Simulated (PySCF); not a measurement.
# SbN(OH)₂: structure of the singlet

Where does singlet SbN(OH)₂ go from a B3LYP minimum start, is the end point a minimum, and what are its modes, charges and moments?

Computed with PySCF 2.14.0. Level: B3LYP, basis Sb def2-SVP with ECP28, N def2-SVP, O def2-SVP, H def2-SVP, scalar-relativistic core potentials, no spin–orbit coupling, density fitting.

**1. The system as given**

6 atoms, charge 0, spin multiplicity 1.

Bond lengths: Sb1–N2 1.845 Å, Sb1–O3 2.004 Å, Sb1–O4 1.985 Å, O3–H5 0.971 Å, O4–H6 0.974 Å. Angles: N2–Sb1–O3 133.6°, N2–Sb1–O4 138.4°, O3–Sb1–O4 88.0°, Sb1–O3–H5 111.0°, Sb1–O4–H6 106.8°.

```xyz
6
charge 0 multiplicity 1
Sb    0.1407   -0.0102   -0.0052
N     1.9581    0.1356   -0.2850
O    -1.3198    1.3244    0.3143
O    -1.2309   -1.4392    0.1197
H    -0.9697    2.2301    0.3131
H    -2.0838   -0.9976    0.2825
```

**2. First SCF at the start**

The steps below are one call of a driver around PySCF. For each, scf.py gives the equivalent set-up of the SCF; relaxations use the driver's own optimiser. After this first run the driver tries any further starts and a stability analysis.

Input file scf.py:

```python
from pyscf import gto, scf, dft
mol = gto.M(atom='''
Sb     0.140744    -0.010151    -0.005219
N      1.958077     0.135594    -0.284953
O     -1.319755     1.324370     0.314326
O     -1.230868    -1.439190     0.119662
H     -0.969654     2.230129     0.313097
H     -2.083785    -0.997627     0.282467''',
    basis={'Sb': 'def2-SVP', 'N': 'def2-SVP', 'O': 'def2-SVP', 'H': 'def2-SVP'},
    ecp={'Sb': 'def2-SVP'},
    charge=0, spin=0)
mf = dft.RKS(mol, xc='B3LYP')
mf.grids.atom_grid = (50, 194)
aux = {'Sb': 'def2-universal-JKFIT', 'N': 'def2-universal-JKFIT', 'O': 'def2-universal-JKFIT', 'H': 'def2-universal-JKFIT'}
mf = mf.density_fit(auxbasis=aux)
mf.conv_tol = 1e-08
mf.diis_space = 10
mf.max_cycle = 60
mf.init_guess = 'minao'
mf.verbose = 4
mf.kernel()
```

Launch:

```sh
$ OMP_NUM_THREADS=2 python axn.py task.json out
```

Log, shortened:

```text
[... the frontier levels of the middle cycles are left out ...]
init E= -421.165704523733
  HOMO = -0.767147833850565  LUMO = -0.704846760821113  gap/eV = 1.69530
cycle= 1 E= -443.961413789646  delta_E= -22.8  |g|= 3.21  |ddm|= 10.3
  HOMO = 0.00796914022294982  LUMO = 0.0228551668771159  gap/eV = 0.40507
cycle= 2 E= -441.191344923079  delta_E= 2.77  |g|= 4.52  |ddm|=    8
  HOMO = -0.133803666862316  LUMO = -0.0395970307455542  gap/eV = 2.56349
cycle= 3 E= -446.16839543966  delta_E= -4.98  |g|= 0.998  |ddm|= 4.33
cycle= 4 E= -445.737228986846  delta_E= 0.431  |g|= 1.65  |ddm|= 2.14
cycle= 5 E= -446.406292652177  delta_E= -0.669  |g|= 0.146  |ddm|=  1.3
cycle= 6 E= -446.40539261541  delta_E= 0.0009  |g|= 0.156  |ddm|= 0.215
cycle= 7 E= -446.410250052514  delta_E= -0.00486  |g|= 0.0558  |ddm|= 0.156
cycle= 8 E= -446.410899267609  delta_E= -0.000649  |g|= 0.0239  |ddm|= 0.0377
cycle= 9 E= -446.411031186843  delta_E= -0.000132  |g|= 0.00886  |ddm|= 0.0144
cycle= 10 E= -446.411052535393  delta_E= -2.13e-05  |g|= 0.000687  |ddm|= 0.00732
cycle= 11 E= -446.411052657536  delta_E= -1.22e-07  |g|= 9.32e-05  |ddm|= 0.000822
cycle= 12 E= -446.411052659895  delta_E= -2.36e-09  |g|= 3.16e-05  |ddm|= 9.64e-05
  HOMO = -0.250397303817908  LUMO = -0.119610532721222  gap/eV = 3.55889
Extra cycle  E= -446.411052654305  delta_E= 5.59e-09  |g|= 0.00015  |ddm|= 0.000151
converged SCF energy = -446.411052654305
```

This step, with its further starts and checks, needed 8.2 s of wall time on 2 threads of Arm Neoverse N1, shared host.

No lower closed-shell solution turned up in the test of internal stability.

**3. B3LYP minimum start, singlet: relaxation**

The program finds Cs symmetry in the start, which this walk keeps. The walk stops when the largest gradient is under 0.0003 Eh/bohr and the energy has settled too.

Edit scf.py of step 2 so:

```diff
@@ -3,6 +3,6 @@
-Sb     0.140744    -0.010151    -0.005219
-N      1.958077     0.135594    -0.284953
-O     -1.319755     1.324370     0.314326
-O     -1.230868    -1.439190     0.119662
-H     -0.969654     2.230129     0.313097
-H     -2.083785    -0.997627     0.282467''',
+Sb     0.137429    -0.010610    -0.022461
+N      1.954939     0.135063    -0.301078
+O     -1.323399     1.324045     0.295006
+O     -1.234121    -1.439674     0.102809
+H     -0.972666     2.229547     0.297765
+H     -2.086916    -0.998161     0.266387''',
@@ -19 +18,0 @@
-mf.init_guess = 'minao'
```

Energy and gradient, step by step:

| step | energy (Eh) | change (kJ/mol) | largest symmetric gradient (Eh/bohr) |
| --- | --- | --- | --- |
| 0 | -446.411053 | 0.00 | 0.00012 |

The walk took 3.7 s.

After 0 steps and 0.0 kJ/mol it ends at Cs: O–H 0.971 Å, O–H 0.974 Å, Sb–N 1.845 Å, Sb–O 1.985 Å, Sb–O 2.004 Å; H–O–Sb 106.8°, H–O–Sb 111.0°, N–Sb–O 133.6°, N–Sb–O 138.4°, O–Sb–O 88.0°.

**4. Is it a minimum? Harmonic modes**

On the finer grid the gradient is checked again; gradients at displacements of ±0.02 bohr then give force constants and infrared intensities.

Edit scf.py of step 3 so:

```diff
@@ -3,6 +3,6 @@
-Sb     0.137429    -0.010610    -0.022461
-N      1.954939     0.135063    -0.301078
-O     -1.323399     1.324045     0.295006
-O     -1.234121    -1.439674     0.102809
-H     -0.972666     2.229547     0.297765
-H     -2.086916    -0.998161     0.266387''',
+Sb     0.137693    -0.008181    -0.022346
+N      1.955851     0.129539    -0.301578
+O     -1.324677     1.324980     0.295269
+O     -1.232064    -1.438754     0.102542
+H     -0.976039     2.231303     0.298413
+H     -2.085499    -0.998678     0.266129''',
@@ -13 +13 @@
-mf.grids.atom_grid = (50, 194)
+mf.grids.atom_grid = (75, 302)
@@ -16 +16 @@
-mf.conv_tol = 1e-08
+mf.conv_tol = 1e-10
```

The driver hands on the density of the step before, so the log starts near convergence.

SCF at the final geometry:

```text
init E= -446.410994658672
  HOMO = -0.250347234490608  LUMO = -0.119588663551969  gap/eV = 3.55812
cycle= 1 E= -446.410994658537  delta_E= 1.35e-10  |g|= 2.94e-05  |ddm|= 3.22e-05
  HOMO = -0.250347646871673  LUMO = -0.119587626594733  gap/eV = 3.55816
cycle= 2 E= -446.41099465787  delta_E= 6.67e-10  |g|= 6.39e-05  |ddm|= 6.59e-05
  HOMO = -0.250345901120206  LUMO = -0.119587742603994  gap/eV = 3.55811
cycle= 3 E= -446.410994658599  delta_E= -7.29e-10  |g|= 2.11e-05  |ddm|= 5.27e-05
  HOMO = -0.250347125060868  LUMO = -0.119588185825055  gap/eV = 3.55813
cycle= 4 E= -446.410994658714  delta_E= -1.16e-10  |g|= 2.01e-06  |ddm|= 1.83e-05
  HOMO = -0.250347090221089  LUMO = -0.11958819715688  gap/eV = 3.55813
cycle= 5 E= -446.410994658715  delta_E= -5.68e-13  |g|= 5.18e-08  |ddm|= 1.45e-06
  HOMO = -0.250347093041803  LUMO = -0.119588201600227  gap/eV = 3.55813
Extra cycle  E= -446.410994658713  delta_E= 1.82e-12  |g|= 5.86e-08  |ddm|= 2.37e-07
converged SCF energy = -446.410994658713
```

The whole step took 3.3 min.

Geometry: Cs; O–H 0.971 Å, O–H 0.974 Å, Sb–N 1.845 Å, Sb–O 1.985 Å, Sb–O 2.004 Å; H–O–Sb 106.8°, H–O–Sb 111.1°, N–Sb–O 133.9°, N–Sb–O 138.0°, O–Sb–O 88.0°.

Harmonic modes (main isotopes):

```csv
symmetry,ω (cm⁻¹),IR (km/mol)
a'',64,3.6
a',121,16.2
a',204,12.6
a'',278,178
a'',368,47.6
a',585,82.5
a',603,56.1
a',849,20.6
a',882,89.3
a',940,54.7
a',3747,101
a',3786,94.3
```

Every mode is real; the point is a minimum.

Constants and moments:

```
Dipole moment                                                   : 3.25 D
Highest occupied level                                          : -6.81 eV
Lowest empty level                                              : -3.25 eV
Rotational constants                                            : 0.2496, 0.1447, 0.09159 cm⁻¹
Zero-point energy                                               : 74.3 kJ/mol
Principal polarisabilities                                      : 30.3, 46.6, 65.1 bohr³
Atomisation energy without zero-point energy                    : 1525 kJ/mol
Principal traceless quadrupole moments about the centre of mass : -7.54, 3.76, 3.78 D Å
Entropy at 298.15 K and 1 bar                                   : 336.8 J/(mol K)
Heat capacity Cp at 298.15 K                                    : 86.1 J/(mol K)
Enthalpy at 298.15 K above 0 K                                  : 18.69 kJ/mol
Rotational symmetry number                                      : 1
```

Populations by atom (charges in e):

```csv
atom,Mulliken,Löwdin,polar tensor,Mayer order to Sb1
Sb1,0.87,0.82,1.11,–
N2,-0.37,-0.40,-0.31,2.38
O3,-0.47,-0.31,-0.70,0.86
O4,-0.44,-0.28,-0.64,0.91
H5,0.20,0.08,0.28,0.02
H6,0.20,0.09,0.27,0.02
```

Outer orbital energies (eV). occupied: -13.90, -11.72, -10.28, -10.17, -9.19, -9.17, -7.17, -6.81; empty: -3.25, -2.25, -0.33, 1.35.

Mulliken populations on Sb1 (outside its core potential): s 3.52, p 8.19, d 10.42.

**5. Results**

```
                                 quantity                                                                                                                                         value
                                  minimum                                                                                                                                   singlet, Cs
                                 geometry  O–H 0.971 Å, O–H 0.974 Å, Sb–N 1.845 Å, Sb–O 1.985 Å, Sb–O 2.004 Å; H–O–Sb 106.8°, H–O–Sb 111.1°, N–Sb–O 133.9°, N–Sb–O 138.0°, O–Sb–O 88.0°
                       wavenumbers (cm⁻¹)                    64 (a''), 121 (a'), 204 (a'), 278 (a''), 368 (a''), 585 (a'), 603 (a'), 849 (a'), 882 (a'), 940 (a'), 3747 (a'), 3786 (a')
                            dipole moment                                                                                                                                        3.25 D
     highest occupied, lowest empty level                                                                                                                               -6.81, -3.25 eV
               polar-tensor charge of Sb1                                                                                                                                       +1.11 e
                        zero-point energy                                                                                                                                   74.3 kJ/mol
                      entropy at 298.15 K                                                                                                                               336.8 J/(mol K)
atomisation energy (no zero-point energy)                                                                                                                                   1525 kJ/mol
```

What this shows: The molecule stays Cs, as typed, and the end point is a minimum. In the infrared the band at 278 cm⁻¹ (a'') leads. Only this shape and spin were tried, so other structures or states may lie lower. Spin–orbit coupling is left out.

The search up to here took 3.6 min.
